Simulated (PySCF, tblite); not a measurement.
# C5H11AlBCl: geometry, infrared bands and NMR shifts

Aim: predict the infrared bands and NMR shifts of C5H11AlBCl (`C=C[C@@H](C)[C@@H]([AlH2])BCl`).

Computed with tblite 0.8.0 and PySCF 2.14.0, with density-fitted response routines of our own, on a single molecule in the gas phase. Atoms are numbered from 0 throughout.

### Step 1. Starting geometry

19 atoms, charge 0, multiplicity 1; geometry from: force field or distance geometry start.

Bonds of the start (Å): C0–C1 1.35, C1–C2 1.51, C2–C3 1.52, C2–C4 1.57, C4–Al5 2.02, C4–B6 1.59, B6–Cl7 1.85, C0–H8 1.09, C0–H9 1.08, C1–H10 1.08, C2–H11 1.12, C3–H12 1.13, C3–H13 1.12, C3–H14 1.11, C4–H15 1.12, Al5–H16 1.59, Al5–H17 1.59, B6–H18 1.17.

### Step 2. Relaxing the molecule with GFN2-xTB

The job: settings as JSON, then the geometry in Å.

```
{"job": {"kind": "relax", "xc": "GFN2-xTB", "basis": "xTB"}, "charge": 0, "multiplicity": 1}
C      2.059200     1.218900     0.475300
C      1.435000     0.577600    -0.532400
C      0.364900    -0.465300    -0.288400
C      0.940200    -1.651000     0.471800
C     -0.887600     0.145900     0.423600
Al    -1.691900     1.707300    -0.581700
B     -2.074900    -0.906800     0.573300
Cl    -2.683600    -1.366200     2.257500
H      1.798500     1.027400     1.514000
H      2.814400     1.954600     0.259800
H      1.727200     0.798100    -1.546100
H      0.036500    -0.838200    -1.290400
H      1.163900    -1.377600     1.541000
H      1.879000    -2.012100    -0.010800
H      0.222900    -2.499200     0.487800
H     -0.607300     0.515200     1.438300
H     -3.177800     1.623500    -1.138200
H     -0.797800     2.995800    -0.867900
H     -2.530600    -1.438600    -0.369800
```

Command:

```bash
$ OMP_NUM_THREADS=1 python probes_run.py task.json out
```

One launch serves the whole session: the jobs run in the order shown.

**Question.** This job is followed by: GFN2-xTB harmonic vibrations, gas phase; GIAO PBE0/pcSseg-1 NMR shielding, non-relativistic, gas phase. Predict these results of the whole session: strongest single infrared mode (GFN2-xTB); zero-point energy (GFN2-xTB); ¹³C shifts against TMS (PBE0/pcSseg-1); ¹H shifts against TMS (PBE0/pcSseg-1); ²⁷Al shifts against AlH4- (PBE0/pcSseg-1); ¹¹B shifts against BF3·OEt2 (PBE0/pcSseg-1); ³⁵Cl shifts against HCl (PBE0/pcSseg-1).

As calculated:

| quantity | value |
| --- | --- |
| strongest single infrared mode (GFN2-xTB) | 773 cm⁻¹, 460 km/mol |
| zero-point energy (GFN2-xTB) | 87.4 kcal/mol |
| ¹³C shifts against TMS (PBE0/pcSseg-1) | 154.2, 116.0, 86.5, 40.5, 22.4 ppm |
| ¹H shifts against TMS (PBE0/pcSseg-1) | 6.36, 5.48, 5.24, 5.19, 4.36, 4.33, 4.22, 3.01, 1.41, 1.33, 0.96 ppm |
| ²⁷Al shifts against AlH4- (PBE0/pcSseg-1) | 47.0 ppm |
| ¹¹B shifts against BF3·OEt2 (PBE0/pcSseg-1) | 42.8 ppm |
| ³⁵Cl shifts against HCl (PBE0/pcSseg-1) | 81 ppm |

In words: Over 199 steps the energy fell by 1.289 eV; of the close pairs, Al5–Cl7 changed most, 4.300 to 2.218 Å. No mode is imaginary among the 51: a minimum at this level. The strongest single mode, at 773 cm⁻¹, moves mainly H17 and H16. GFN2-xTB is a fitted tight-binding method: band positions and strengths are rough. Its intensities can rank the bands wrongly. The structure rearranged or came apart on optimisation; the results belong to the end geometry, not to the formula as drawn. Shifts at one fixed geometry are not the observed spectrum, which averages over the motion. At PBE0/pcSseg-1: The largest span, 295 ppm, is at Cl7, where the paramagnetic term is -279 ppm.
